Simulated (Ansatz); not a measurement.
Run this with Ansatz 0.2.0, Python API and show what comes out.

`pts2.py`:
```python
# -*- coding: utf-8 -*-
"""Editing single keys of the input for PtS2."""

import ansatz as az

SETTINGS = {
    "functional": "PBE",
    "k_length": 17,
    "occupations": "fermi_dirac",
    "width_ev": 0.01,
}


def main():
    xtal = (
        az.Lattice.from_parameters(3.5432, 3.5432, 5.0388, alpha=90, beta=90, gamma=120)
        .space_group(164)
        .atom("Pt", (0.0, 0.0, 0.0))
        .atom("S", (1 / 3, 2 / 3, 0.227))
    )

    calculation = (
        xtal.calculation()
        .functional(SETTINGS["functional"])
        .basis(20 * az.Ry)
        .kpoints(length=SETTINGS["k_length"])
        .occupations(SETTINGS["occupations"], width=SETTINGS["width_ev"])
        .band_table()  # levels at the mesh points
    )
    typed = calculation.input()
    rows = []
    for value in [2, 6, 12]:
        edited = typed.set(az.key.scf.n_extra_bands, value)
        r = az.Session.from_dict(edited).plan().execute().report
        rows.append((value, r["free_energy_ev"], r["n_iterations"], len(r["eigenvalues_ev"][0]) if "eigenvalues_ev" in r else 0))
    for row in rows:
        print("; ".join(f"{name} = {round(v, 4) if isinstance(v, float) else v}" for name, v in zip(["extra bands", "F eV", "iterations", "bands listed"], row)))


if __name__ == "__main__":
    main()
```

```console
$ python pts2.py
DeckWarning: basis.ecutwfc = 272.11386245988 eV is below the records' recommended 420 eV, and the density's cutoff is lower with it unless basis.ecutrho_ratio is high enough to keep the records' density cutoff: compare with a run at a higher cutoff
extra bands = 2; F eV = -14327.3534; iterations = 7; bands listed = 17
extra bands = 6; F eV = -14327.3534; iterations = 6; bands listed = 21
extra bands = 12; F eV = -14327.3534; iterations = 7; bands listed = 27
```
(Warnings from the package without file and line, repeats left out.)

The settings weren't tested for convergence. The cutoff lies under the one recommended for these potentials. Spin is left out of this run. Spin-orbit coupling, which matters for elements this heavy, is left out. The structure is a deposited one; some such entries were measured under pressure or heat, so a shift against it needn't be the functional's error alone. The whole script took 4 s on 1 thread of Arm Neoverse N1, on a shared host, peak memory 0.33 GiB.

(A comment or docstring line of the script was reworded after the run, the code is as it ran; lines on the test bed's own set-up are left out of the output.)
